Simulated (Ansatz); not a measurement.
# CH6B2Si: the cost of one run

Program: Ansatz 0.2.0, Gaussian basis. Level of theory: the settings change from run to run. These are calculated values, not measurements.

## Step 1: The molecule

The structure was relaxed beforehand with PBE0-D4 in a triple-zeta def2 set.

SMILES `B1CB[SiH2]1`, 10 atoms, charge 0, spin multiplicity 1.

Atoms are counted from 1 here; the program's logs count them from 0.

Bond lengths: B1–C2 1.562 Å, B1–Si4 2.039 Å, B1–H5 1.193 Å, C2–B3 1.513 Å, C2–H6 1.084 Å, C2–H7 1.150 Å, B3–Si4 1.987 Å, B3–H8 1.194 Å, Si4–H9 1.486 Å, Si4–H10 1.483 Å. Angles: C2–B1–Si4 95.1°, C2–B1–H5 125.1°, Si4–B1–H5 139.8°, B1–C2–B3 86.1°, B1–C2–H6 128.0°, B1–C2–H7 72.0°, B3–C2–H6 132.1°, B3–C2–H7 112.1°, H6–C2–H7 110.4°, C2–B3–Si4 98.8°, C2–B3–H8 122.0°, Si4–B3–H8 131.1°, B1–Si4–B3 62.9°, B1–Si4–H9 109.2°, B1–Si4–H10 123.4°, B3–Si4–H9 115.5°, B3–Si4–H10 125.4°, H9–Si4–H10 111.6°.

As a file:

```
B     0.41733   -0.29946   -0.90744
C     0.92370   -0.69421    0.51664
B    -0.49700   -0.45249    0.97666
Si   -0.96147    1.04681   -0.24127
H     0.83090   -0.74865   -1.93218
H     1.65452   -1.45071    0.77994
H     1.45013    0.28095    0.20990
H    -1.16875   -1.32407    1.44080
H    -0.28506    2.33840    0.04700
H    -2.28109    1.25233   -0.88704
```

## Step 2: revPBE0/x2c-TZVPPall

Options: multiplicity 3, relativity set to scalar, high accuracy.

The input, in.yaml:

```yaml
crystal:
  periodic: [false, false, false]
  atoms:
    - {symbol: B, position_ang: [0.417331, -0.299461, -0.907441]}
    - {symbol: C, position_ang: [0.923697, -0.694213, 0.516642]}
    - {symbol: B, position_ang: [-0.496998, -0.452492, 0.976659]}
    - {symbol: Si, position_ang: [-0.961473, 1.046811, -0.241273]}
    - {symbol: H, position_ang: [0.830903, -0.748650, -1.932183]}
    - {symbol: H, position_ang: [1.654520, -1.450711, 0.779936]}
    - {symbol: H, position_ang: [1.450127, 0.280949, 0.209897]}
    - {symbol: H, position_ang: [-1.168754, -1.324067, 1.440800]}
    - {symbol: H, position_ang: [-0.285060, 2.338402, 0.047001]}
    - {symbol: H, position_ang: [-2.281093, 1.252331, -0.887037]}
basis:
  gaussian: {orbitals: x2c-TZVPPall}
magnetization: {spin_polarized: true, initial_magnetization: 2}
hamiltonian: {xc: {name: revPBE0}, pseudopotentials: {relativity: scalar}}
accuracy: high
output: {forces: true}
```

Run with:

```console
> ansatz run in.yaml --threads 2 --pin off --events-out ev --progress --plain --max-ram 4352MiB
```

**Question.** How long does this run take on 2 threads of Intel Xeon 6975P-C, shared host, and how much memory does it need?

About 21 s, with a peak of 1.5 GiB.
